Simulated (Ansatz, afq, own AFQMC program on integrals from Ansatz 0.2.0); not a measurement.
# ZrCl+ (quintet): AFQMC on the coupled-cluster ladder, def2-TZVP

Aim: compute ZrCl+ (quintet) with auxiliary-field quantum Monte Carlo on the same integrals as coupled cluster, and set the energies side by side.

Computed with Ansatz 0.2.0, Gaussian basis, and an in-house AFQMC program (afq) on its integrals; all values are calculated. Level: def2-TZVP, frozen cores.

Plan: PBE (unrestricted); CCSD(T) on UHF; CCSDT(Q) on UHF; r2SCAN (unrestricted); PBE0 (unrestricted); B3LYP (unrestricted); CCSD(T) on UHF; CCSD(T) on UHF; wB97M-V (unrestricted); B2PLYP (unrestricted); Phaseless AFQMC, CISD trial on UHF; Phaseless AFQMC, single-determinant trial on UHF.

1 further run of the same task is left out (it didn't finish).

**1. The geometry**

The geometry is a PBE0/def2-TZVP stationary point (not a proven minimum) of the parent state, kept for this charge and spin. No spin-orbit coupling is included. Elements past krypton take def2 core potentials.

2 atoms, charge 1, spin multiplicity 5.

Atoms are counted from 1 here; the program's logs count them from 0.

Bond lengths: Zr1–Cl2 2.345 Å.

**2. PBE (unrestricted)**

Input file in.yaml:

```yaml
crystal:
  periodic: [false, false, false]
  atoms:
    - {symbol: Zr, position_ang: [0.000000, 0.000000, 0.000000]}
    - {symbol: Cl, position_ang: [0.000000, 0.000000, 2.344575]}
basis:
  gaussian: {orbitals: def2-TZVP}
total_charge: 1
magnetization: {spin_polarized: true, initial_magnetization: 4}
hamiltonian: {xc: {name: PBE}}
output: {orbitals: {seedname: orbitals}}
```

Command:

```console
ansatz run in.yaml --threads 1 --pin off --events-out ev --progress --plain --max-ram 8192MiB --backend cpu
```

The log of the run:

```text
Functional definition: PBE
  name "PBE"
  cite "Perdew, Burke & Ernzerhof, Phys. Rev. Lett. 77, 3865 (1996) doi:10.1103/PhysRevLett.77.3865"
  parent pbe
  parameter kappa = 0.804
  parameter beta = 0.06672455060314922
  exchange = pbe_x(kappa = kappa, mu = beta*pi^2/3)
  correlation = pbe_c(beta = beta)
577 factors; their error is unknown
mean field evaluation 1: about -13781.0582 eV, gradient 2.8e1 eV
mean field evaluation 2: about -13779.8776 eV, gradient 3.6e1 eV
mean field evaluation 4: about -13785.5589 eV, gradient 6.8e0 eV
mean field evaluation 8: about -13786.1976 eV, gradient 4.6e-1 eV
mean field evaluation 16: about -13786.1956 eV, gradient 1.3e-3 eV
mean field evaluation 32: about -13786.2074 eV, gradient 1.3e-2 eV
mean field evaluation 64: about -13785.9303 eV, gradient 4.5e0 eV
mean field evaluation 96: about -13786.0367 eV, gradient 7.2e-1 eV
mean field evaluation 128: about -13786.1752 eV, gradient 2.7e-1 eV
mean field evaluation 160: about -13786.2072 eV, gradient 1.1e-2 eV
mean field evaluation 192: about -13786.2024 eV, gradient 2.9e-1 eV
mean field -13786.20738987 eV, -506.6337769506 hartree, gradient 8.0e-6 eV, S^2 6.004087; 15 other end points of the search recorded, 0 dependent functions left out
reference -13786.20743630 eV, -506.6337786570 hartree; 16, 12 occupied and 61, 65 virtual orbitals, 577 factors
Total energy: -13786.20743630 eV, -506.6337786570 hartree
```

Run time: 28 s. Hardware: 1 thread of AMD EPYC 7R13 (Zen 3), shared host; peak memory 1.6 GiB.

From the report: ⟨S²⟩ of the determinant 6.004 (pure quintet: 6.00).

**3. CCSD(T) on UHF**

in.yaml: that of step 2 with these lines changed.

```diff
@@ -9,3 +9,2 @@
 magnetization: {spin_polarized: true, initial_magnetization: 4}
-hamiltonian: {xc: {name: PBE}}
-output: {orbitals: {seedname: orbitals}}
+correlation: {method: ccsd_t, electrons: outside_noble_gas, hamiltonian_folder: ham}
```

Command:

```console
ansatz run in.yaml --threads 1 --pin off --events-out ev --progress --plain --max-ram 24576MiB --backend cuda --devices 0, --max-vram 18GiB
```

The log of the run, cut to the lines that bear on the results:

```text
Functional definition: HF
  name "HF"
  cite "Fock, Z. Phys. 61, 126 (1930) doi:10.1007/BF01340294"
  parent pbe
[...]
581 factors; integrals over basis functions are off by at most 5.9e-4 eV
[...]
mean field -13760.99748859 eV, -505.7073301666 hartree, gradient 2.4e-6 eV, S^2 6.014880; 45 other end points of the search recorded, 0 dependent functions left out
determinant -13760.99748859 eV, -505.7073301666 hartree, with singles and doubles -13766.61540223 eV, -505.9137846847 hartree
determinant -13760.99648036 eV, -505.7072931147 hartree, with singles and doubles -13766.61385811 eV, -505.9137279395 hartree
determinant -13760.95245369 eV, -505.7056751647 hartree, with singles and doubles -13766.58991219 eV, -505.9128479431 hartree
determinant -13760.92242648 eV, -505.7045716850 hartree, with singles and doubles -13766.58035605 eV, -505.9124967617 hartree
[...]
determinant -13760.61227297 eV, -505.6931737538 hartree, with singles and doubles -13766.35616085 eV, -505.9042577397 hartree
determinant -13760.45984240 eV, -505.6875720334 hartree, with singles and doubles -13766.25234854 eV, -505.9004427078 hartree
determinant -13760.44664146 eV, -505.6870869081 hartree, with singles and doubles -13766.19565175 eV, -505.8983591392 hartree
determinant -13760.40554877 eV, -505.6855767795 hartree, with singles and doubles -13766.16965231 eV, -505.8974036775 hartree
9 core orbitals not correlated: weight in the atoms' cores, before any rotation towards them, 0.984 or more for the frozen orbitals, at most 0.013 for the correlated occupied ones
reference -13760.99748859 eV, -505.7073301666 hartree; 7, 3 occupied and 61, 65 virtual orbitals, 581 factors
second order -4.83951638 eV of doubles, -0.00000000 eV of singles
cycle   1  -5.60906303 eV  change    4.6e-7 eV  update   7.2e-6
perturbative correction -0.19202191 eV, -0.0070566752 hartree
Total energy: -13766.79857353 eV, -505.9205161061 hartree
```

Wall time 83 s (1 × NVIDIA H100 80GB HBM3 with 1 thread of AMD EPYC 7R13 (Zen 3), shared host); peak host memory 1.6 GiB.

From the report: ⟨S²⟩ of the determinant 6.015 (pure quintet: 6.00); correlation -5.8011 eV; T1 0.016; largest double amplitude 0.04.

This run also writes the integrals to the folder ham.

**4. CCSDT(Q) on UHF**

in.yaml: that of step 3 with these lines changed.

```diff
@@ -9,2 +9,2 @@
 magnetization: {spin_polarized: true, initial_magnetization: 4}
-correlation: {method: ccsd_t, electrons: outside_noble_gas, hamiltonian_folder: ham}
+correlation: {method: ccsdt_q, electrons: outside_noble_gas}
```

Same command.

The log of the run, cut to the lines that bear on the results:

```text
Functional definition: HF
  name "HF"
  cite "Fock, Z. Phys. 61, 126 (1930) doi:10.1007/BF01340294"
  parent pbe
[...]
1045 factors; integrals over basis functions are off by at most 2.1e-7 eV
[...]
mean field -13760.99751512 eV, -505.7073311415 hartree, gradient 2.7e-6 eV, S^2 6.014880; 46 other end points of the search recorded, 0 dependent functions left out
determinant -13760.99751512 eV, -505.7073311415 hartree, with singles and doubles -13766.61539642 eV, -505.9137844714 hartree
determinant -13760.99650689 eV, -505.7072940897 hartree, with singles and doubles -13766.61390188 eV, -505.9137295479 hartree
determinant -13760.95248011 eV, -505.7056761353 hartree, with singles and doubles -13766.58990289 eV, -505.9128476015 hartree
determinant -13760.92245340 eV, -505.7045726740 hartree, with singles and doubles -13766.58010963 eV, -505.9124877058 hartree
[...]
determinant -13760.45986509 eV, -505.6875728673 hartree, with singles and doubles -13766.25237766 eV, -505.9004437779 hartree
determinant -13760.44666751 eV, -505.6870878652 hartree, with singles and doubles -13766.19566217 eV, -505.8983595222 hartree
determinant -13760.40557332 eV, -505.6855776815 hartree, with singles and doubles -13766.16970774 eV, -505.8974057143 hartree
9 core orbitals not correlated: weight in the atoms' cores, before any rotation towards them, 0.984 or more for the frozen orbitals, at most 0.013 for the correlated occupied ones
reference -13760.99751512 eV, -505.7073311415 hartree; 7, 3 occupied and 61, 65 virtual orbitals, 1045 factors
second order -4.83952428 eV of doubles, -0.00000000 eV of singles
cycle   1  -5.40984878 eV  change   -5.7e-1 eV  update   6.0e-2
[...]
cycle  10  -5.83533091 eV  change    4.3e-7 eV  update   5.0e-7
perturbative correction -0.01023501 eV, -0.0003761295 hartree
Total energy: -13766.84308104 eV, -505.9221517267 hartree
```

Run time: 45 s. Hardware: 1 × NVIDIA H100 80GB HBM3 with 1 thread of AMD EPYC 7R13 (Zen 3), shared host; peak host memory 1.6 GiB.

From the report: ⟨S²⟩ of the determinant 6.015 (pure quintet: 6.00); correlation -5.8456 eV; T1 0.021; largest double amplitude 0.12.

**5. r2SCAN (unrestricted)**

in.yaml: that of step 4 with these lines changed.

```diff
@@ -9,2 +9,2 @@
 magnetization: {spin_polarized: true, initial_magnetization: 4}
-correlation: {method: ccsdt_q, electrons: outside_noble_gas}
+hamiltonian: {xc: {name: r2SCAN}}
```

Command:

```console
ansatz run in.yaml --threads 1 --pin off --events-out ev --progress --plain --max-ram 8192MiB --backend cpu
```

The log of the run, cut to the lines that bear on the results:

```text
Functional definition: r2SCAN
  name "r2SCAN"
  cite "Furness, Kaplan, Ning, Perdew & Sun, J. Phys. Chem. Lett. 11, 8208 (2020) doi:10.1021/acs.jpclett.0c02405"
  cite "Furness, Kaplan, Ning, Perdew & Sun, J. Phys. Chem. Lett. 11, 9248 (2020) doi:10.1021/acs.jpclett.0c03077"
  parent r2scan
[...]
577 factors; their error is unknown
[...]
mean field -13791.03500974 eV, -506.8111887086 hartree, gradient 1.9e-6 eV, S^2 6.008099; 30 other end points of the search recorded, 0 dependent functions left out
reference -13791.03502604 eV, -506.8111893076 hartree; 16, 12 occupied and 61, 65 virtual orbitals, 577 factors
Total energy: -13791.03502604 eV, -506.8111893076 hartree
```

Wall time 1.7 min (1 thread of AMD EPYC 7R13 (Zen 3), shared host); peak memory 1.6 GiB.

From the report: ⟨S²⟩ of the determinant 6.008 (pure quintet: 6.00).

**6. PBE0 (unrestricted)**

in.yaml: that of step 5 with these lines changed.

```diff
@@ -9,2 +9,3 @@
 magnetization: {spin_polarized: true, initial_magnetization: 4}
-hamiltonian: {xc: {name: r2SCAN}}
+hamiltonian: {xc: {name: PBE0}}
+output: {orbitals: {seedname: orbitals}}
```

Same command.

The log of the run, cut to the lines that bear on the results:

```text
Functional definition: PBE0
  name "PBE0"
  cite "Adamo & Barone, J. Chem. Phys. 110, 6158 (1999) doi:10.1063/1.478522"
  cite "Perdew, Burke & Ernzerhof, Phys. Rev. Lett. 77, 3865 (1996) doi:10.1103/PhysRevLett.77.3865"
  parent pbe
[...]
667 factors; their error is unknown
[...]
mean field -13786.84533797 eV, -506.6572211111 hartree, gradient 2.8e-6 eV, S^2 6.005734; 7 other end points of the search recorded, 0 dependent functions left out
reference -13786.84537282 eV, -506.6572223918 hartree; 16, 12 occupied and 61, 65 virtual orbitals, 667 factors
Total energy: -13786.84537282 eV, -506.6572223918 hartree
```

Run time: 28 s. Hardware: 1 thread of AMD EPYC 7R13 (Zen 3), shared host; peak memory 1.6 GiB.

From the report: ⟨S²⟩ of the determinant 6.006 (pure quintet: 6.00).

**7. B3LYP (unrestricted)**

in.yaml: that of step 6 with these lines changed.

```diff
@@ -9,3 +9,2 @@
 magnetization: {spin_polarized: true, initial_magnetization: 4}
-hamiltonian: {xc: {name: PBE0}}
-output: {orbitals: {seedname: orbitals}}
+hamiltonian: {xc: {name: B3LYP}}
```

Launched as before.

The log of the run, cut to the lines that bear on the results:

```text
Functional definition: B3LYP
  name "B3LYP"
  cite "Stephens, Devlin, Chabalowski & Frisch, J. Phys. Chem. 98, 11623 (1994) doi:10.1021/j100096a001"
  cite "Becke, Phys. Rev. A 38, 3098 (1988) doi:10.1103/PhysRevA.38.3098"
  cite "Lee, Yang & Parr, Phys. Rev. B 37, 785 (1988) doi:10.1103/PhysRevB.37.785"
  cite "Vosko, Wilk & Nusair, Can. J. Phys. 58, 1200 (1980) doi:10.1139/p80-159"
[...]
618 factors; their error is unknown
[...]
mean field -13791.96400910 eV, -506.8453288055 hartree, gradient 5.2e-6 eV, S^2 6.004027; 11 other end points of the search recorded, 0 dependent functions left out
reference -13791.96421454 eV, -506.8453363554 hartree; 16, 12 occupied and 61, 65 virtual orbitals, 618 factors
Total energy: -13791.96421454 eV, -506.8453363554 hartree
```

It took 29 s on 1 thread of AMD EPYC 7R13 (Zen 3), shared host; peak memory 1.6 GiB.

From the report: ⟨S²⟩ of the determinant 6.004 (pure quintet: 6.00).

**8. CCSD(T) on UHF**

in.yaml: that of step 7 with these lines changed.

```diff
@@ -6,5 +6,5 @@
 basis:
-  gaussian: {orbitals: def2-TZVP}
+  gaussian: {orbitals: def2-TZVPP}
 total_charge: 1
 magnetization: {spin_polarized: true, initial_magnetization: 4}
-hamiltonian: {xc: {name: B3LYP}}
+correlation: {method: ccsd_t, electrons: outside_noble_gas}
```

Command:

```console
ansatz run in.yaml --threads 1 --pin off --events-out ev --progress --plain --max-ram 24576MiB --backend cuda --devices 0, --max-vram 18GiB
```

The log of the run, cut to the lines that bear on the results:

```text
Functional definition: HF
  name "HF"
  cite "Fock, Z. Phys. 61, 126 (1930) doi:10.1007/BF01340294"
  parent pbe
[...]
627 factors; integrals over basis functions are off by at most 7.9e-4 eV
[...]
mean field -13761.06299008 eV, -505.7097373020 hartree, gradient 3.8e-9 eV, S^2 6.015594; 45 other end points of the search recorded, 0 dependent functions left out
determinant -13761.06299008 eV, -505.7097373020 hartree, with singles and doubles -13766.88172042 eV, -505.9235716979 hartree
determinant -13761.06178562 eV, -505.7096930390 hartree, with singles and doubles -13766.87918114 eV, -505.9234783811 hartree
determinant -13761.02005123 eV, -505.7081593282 hartree, with singles and doubles -13766.85676700 eV, -505.9226546766 hartree
determinant -13760.98212854 eV, -505.7067656952 hartree, with singles and doubles -13766.84772791 eV, -505.9223224960 hartree
[...]
determinant -13760.66162091 eV, -505.6949872570 hartree, with singles and doubles -13766.61343175 eV, -505.9137122710 hartree
determinant -13760.51326660 eV, -505.6895353366 hartree, with singles and doubles -13766.50021230 eV, -505.9095515329 hartree
determinant -13760.49916574 eV, -505.6890171397 hartree, with singles and doubles -13766.44254259 eV, -505.9074322102 hartree
determinant -13760.45904866 eV, -505.6875428641 hartree, with singles and doubles -13766.42348552 eV, -505.9067318757 hartree
9 core orbitals not correlated: weight in the atoms' cores, before any rotation towards them, 0.984 or more for the frozen orbitals, at most 0.013 for the correlated occupied ones
reference -13761.06299008 eV, -505.7097373020 hartree; 7, 3 occupied and 82, 86 virtual orbitals, 627 factors
second order -5.05016538 eV of doubles, -0.00000000 eV of singles
cycle   1  -5.81028723 eV  change    2.9e-7 eV  update   8.2e-6
perturbative correction -0.20627883 eV, -0.0075806072 hartree
Total energy: -13767.07955614 eV, -505.9308420266 hartree
```

It took 97 s on 1 × NVIDIA H100 80GB HBM3 with 1 thread of AMD EPYC 7R13 (Zen 3), shared host; peak host memory 1.6 GiB.

From the report: ⟨S²⟩ of the determinant 6.016 (pure quintet: 6.00); correlation -6.0166 eV; T1 0.017; largest double amplitude 0.04.

**9. CCSD(T) on UHF**

in.yaml: that of step 8 with these lines changed.

```diff
@@ -6,3 +6,3 @@
 basis:
-  gaussian: {orbitals: def2-TZVPP}
+  gaussian: {orbitals: "def2-QZVPP.json"}
 total_charge: 1
```

The command is unchanged.

The log of the run, cut to the lines that bear on the results:

```text
Functional definition: HF
  name "HF"
  cite "Fock, Z. Phys. 61, 126 (1930) doi:10.1007/BF01340294"
  parent pbe
[...]
919 factors; integrals over basis functions are off by at most 1.0e-3 eV
[...]
mean field -13761.46141862 eV, -505.7243792806 hartree, gradient 6.8e-10 eV, S^2 6.016574; 47 other end points of the search recorded, 0 dependent functions left out
determinant -13761.46141862 eV, -505.7243792806 hartree, with singles and doubles -13767.79868915 eV, -505.9572696773 hartree
determinant -13761.46021375 eV, -505.7243350024 hartree, with singles and doubles -13767.79700421 eV, -505.9572077569 hartree
determinant -13761.41897876 eV, -505.7228196445 hartree, with singles and doubles -13767.77590221 eV, -505.9564322725 hartree
determinant -13761.37793509 eV, -505.7213113177 hartree, with singles and doubles -13767.76628726 eV, -505.9560789295 hartree
[...]
determinant -13761.05212519 eV, -505.7093380247 hartree, with singles and doubles -13767.47540411 eV, -505.9453891710 hartree
determinant -13760.91061904 eV, -505.7041377696 hartree, with singles and doubles -13767.37620890 eV, -505.9417438144 hartree
determinant -13760.89409123 eV, -505.7035303837 hartree, with singles and doubles -13767.30608403 eV, -505.9391667729 hartree
determinant -13760.85583808 eV, -505.7021246063 hartree, with singles and doubles -13767.29537071 eV, -505.9387730655 hartree
9 core orbitals not correlated: weight in the atoms' cores, before any rotation towards them, 0.984 or more for the frozen orbitals, at most 0.013 for the correlated occupied ones
reference -13761.46141862 eV, -505.7243792806 hartree; 7, 3 occupied and 135, 139 virtual orbitals, 919 factors
second order -5.55457381 eV of doubles, -0.00000000 eV of singles
cycle   1  -6.28477783 eV  change    3.0e-7 eV  update   7.2e-6
perturbative correction -0.24736932 eV, -0.0090906549 hartree
Total energy: -13767.99356577 eV, -505.9644312609 hartree
```

Wall time 75 s (1 × NVIDIA H100 80GB HBM3 with 1 thread of AMD EPYC 7R13 (Zen 3), shared host); peak host memory 1.6 GiB.

From the report: ⟨S²⟩ of the determinant 6.017 (pure quintet: 6.00); correlation -6.5321 eV; T1 0.018; largest double amplitude 0.03.

**10. wB97M-V (unrestricted)**

Input file in.yaml:

```yaml
crystal:
  periodic: [false, false, false]
  atoms:
    - {symbol: Zr, position_ang: [0.000000, 0.000000, 0.000000]}
    - {symbol: Cl, position_ang: [0.000000, 0.000000, 2.344575]}
basis:
  gaussian: {orbitals: def2-TZVP}
total_charge: 1
magnetization: {spin_polarized: true, initial_magnetization: 4}
hamiltonian: {xc: {name: wB97M-V}}
output: {orbitals: {seedname: orbitals}}
```

Command:

```console
ansatz run in.yaml --threads 1 --pin off --events-out ev --progress --plain --max-ram 8192MiB --backend cpu
```

The log of the run, cut to the lines that bear on the results:

```text
Functional definition: wB97M-V
  name "wB97M-V"
  cite "Mardirossian & Head-Gordon, J. Chem. Phys. 144, 214110 (2016) doi:10.1063/1.4952647"
  cite "Becke, J. Chem. Phys. 107, 8554 (1997) doi:10.1063/1.475007"
  cite "Vydrov & Van Voorhis, J. Chem. Phys. 133, 244103 (2010) doi:10.1063/1.3521275"
  # Of w^i u^j: cxij and so on, Table III.
[...]
  gx(w, u) = 1 - cx + cx01*u + cx10*w
  gss(w, u) = css00 + css04*u^4 + css10*w + css20*w^2 + css43*w^4*u^3
  gos(w, u) = cos00 + cos10*w + (cos20 + cos21*u)*w^2 + (cos60 + cos61*u)*w^6
[...]
      + integral(e_c_pw_mod_opposite_spin*gos(b97_w_opposite, b97_u_opposite)) + vv10(b, c)
615 factors; their error is unknown
135 factors; integrals over basis functions are off by at most 6.3e-5 eV
[...]
mean field -13788.23963847 eV, -506.7084607094 hartree, gradient 4.7e-6 eV, S^2 6.003298; 8 other end points of the search recorded, 0 dependent functions left out
reference -13788.23968401 eV, -506.7084623828 hartree; 16, 12 occupied and 61, 65 virtual orbitals, 615 factors
Total energy: -13788.23968401 eV, -506.7084623828 hartree
```

Wall time 2.3 min (1 thread of AMD EPYC 7R13 (Zen 3), shared host); peak memory 1.6 GiB.

From the report: ⟨S²⟩ of the determinant 6.003 (pure quintet: 6.00).

**11. B2PLYP (unrestricted)**

in.yaml: that of step 10 with these lines changed.

```diff
@@ -9,3 +9,3 @@
 magnetization: {spin_polarized: true, initial_magnetization: 4}
-hamiltonian: {xc: {name: wB97M-V}}
-output: {orbitals: {seedname: orbitals}}
+hamiltonian: {xc: {name: B2PLYP}}
+correlation: {electrons: outside_noble_gas}
```

Launched as before.

The log of the run, cut to the lines that bear on the results:

```text
Functional definition: B2PLYP
  name "B2PLYP"
  cite "Grimme, J. Chem. Phys. 124, 034108 (2006) doi:10.1063/1.2148954"
  cite "Becke, Phys. Rev. A 38, 3098 (1988) doi:10.1103/PhysRevA.38.3098"
  cite "Lee, Yang & Parr, Phys. Rev. B 37, 785 (1988) doi:10.1103/PhysRevB.37.785"
[...]
581 factors; integrals over basis functions are off by at most 5.9e-4 eV
[...]
mean field -13781.72822883 eV, -506.4691708185 hartree, gradient 3.9e-9 eV, S^2 6.007292; 9 other end points of the search recorded, 0 dependent functions left out
9 core orbitals not correlated: weight in the atoms' cores, before any rotation towards them, 0.988 or more for the frozen orbitals, at most 0.010 for the correlated occupied ones
reference -13781.72835812 eV, -506.4691755700 hartree; 7, 3 occupied and 61, 65 virtual orbitals, 581 factors
second order -5.97866609 eV of doubles, -0.00000000 eV of singles
Total energy: -13783.34259797 eV, -506.5284977902 hartree
```

Run time: 52 s. Hardware: 1 thread of AMD EPYC 7R13 (Zen 3), shared host; peak memory 1.7 GiB.

From the report: ⟨S²⟩ of the determinant 6.007 (pure quintet: 6.00).

[end of part 1 of 2]
